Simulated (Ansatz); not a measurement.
**BF₃H₂S: a ladder of functionals and wavefunction methods**

An exercise on one series of results from a longer session: the logs are not shown, and one member is left open.

Method: functionals in def2-TZVPP, the program's frozen cores in correlated methods; program: Ansatz 0.2.0, Gaussian basis.

Levels to be run: LDA (SPW92), PBE-D4, revPBE-D4, BLYP-D4, r2SCAN-D4, B97M-V, PBE0-D4, B3LYP-D4, r2SCANh-D4, r2SCAN0-D4, HSE06-D4, BHLYP-D4, CAM-B3LYP-D4, LC-ωPBE, ωB97X-V, ωB97M-V, B2PLYP, PBE-QIDH; CCSD(T)/def2-SVP; CCSD(T)/def2-TZVPP; CCSD(T)/def2-QZVPP; extrapolation to the limit; RPA on PBE.

## Structure used throughout

All runs share one geometry, relaxed beforehand with PBE0-D4 in a triple-zeta def2 set.

7 atoms, charge 0, spin multiplicity 1.

Atoms are counted from 1 here; the program's logs count them from 0.

Bond lengths: F1–B2 1.317 Å, B2–F3 1.319 Å, B2–F4 1.317 Å, S5–H6 1.342 Å, S5–H7 1.342 Å. Angles: F1–B2–F3 119.5°, F1–B2–F4 119.9°, F3–B2–F4 119.5°, H6–S5–H7 92.4°.

The first run:

The input, in.yaml:

```yaml
crystal:
  periodic: [false, false, false]
  atoms:
    - {symbol: F, position_ang: [0.514097, -1.099425, 1.528312]}
    - {symbol: B, position_ang: [0.250393, -1.202826, 0.241962]}
    - {symbol: F, position_ang: [-1.001098, -1.327846, -0.156851]}
    - {symbol: F, position_ang: [1.228474, -1.415196, -0.614130]}
    - {symbol: S, position_ang: [0.278630, 1.617165, -0.161440]}
    - {symbol: H, position_ang: [-0.886439, 1.812909, 0.475694]}
    - {symbol: H, position_ang: [-0.322857, 1.547217, -1.359347]}
basis:
  gaussian: {orbitals: def2-TZVPP}
hamiltonian: {xc: lda}
output: {orbitals: {seedname: orbitals}}
```

Run with:

```bash
$ ansatz run in.yaml --threads 2 --pin off --events-out ev --progress --plain --max-ram 32768MiB --backend cpu
```

Steps of the session up to this table: LDA; PBE-D4 (GGA); revPBE-D4 (GGA); BLYP-D4 (GGA); r2SCAN-D4 (meta-GGA); B97M-V (meta-GGA); B3LYP-D4 (hybrid); r2SCANh-D4 (hybrid); r2SCAN0-D4 (hybrid); HSE06-D4 (hybrid); BHLYP-D4 (hybrid); CAM-B3LYP-D4 (range-separated); LC-ωPBE (range-separated); ωB97X-V (range-separated); ωB97M-V (range-separated); B2PLYP (double hybrid); PBE-QIDH (double hybrid).

One table of the session follows, with a row left open; its other results are not shown here.

It belongs to the step «Orbital energies across the functionals». 

| functional | HOMO (eV) | gap (eV) |
| --- | --- | --- |
| LDA (SPW92) | -7.12 | 6.07 |
| PBE-D4 | -6.96 | 6.04 |
| revPBE-D4 | -6.90 | 6.03 |
| BLYP-D4 | -6.79 | 5.94 |
| r2SCAN-D4 | ? | ? |
| B97M-V | -7.32 | 6.66 |
| PBE0-D4 | -8.26 | 8.37 |
| B3LYP-D4 | -8.00 | 7.81 |
| r2SCANh-D4 | -7.73 | 7.51 |
| r2SCAN0-D4 | -8.45 | 8.77 |
| HSE06-D4 | -7.86 | 7.58 |
| BHLYP-D4 | -9.41 | 10.37 |
| CAM-B3LYP-D4 | -9.62 | 10.72 |
| LC-ωPBE | -11.05 | 13.50 |
| ωB97X-V | -10.66 | 12.91 |
| ωB97M-V | -10.48 | 12.31 |

**Question.** Estimate the row for r2SCAN-D4.

Worked estimate for «HOMO (eV)». Against the share of exact exchange, r2SCANh-D4 (0.1, -7.73), r2SCAN0-D4 (0.25, -8.45) give a slope of -4.80 per unit share; at 0 the line stands at -7.25.

The run gave: HOMO (eV): -7.26; gap (eV): 6.66. In «HOMO (eV)» the line misses by +0.01.
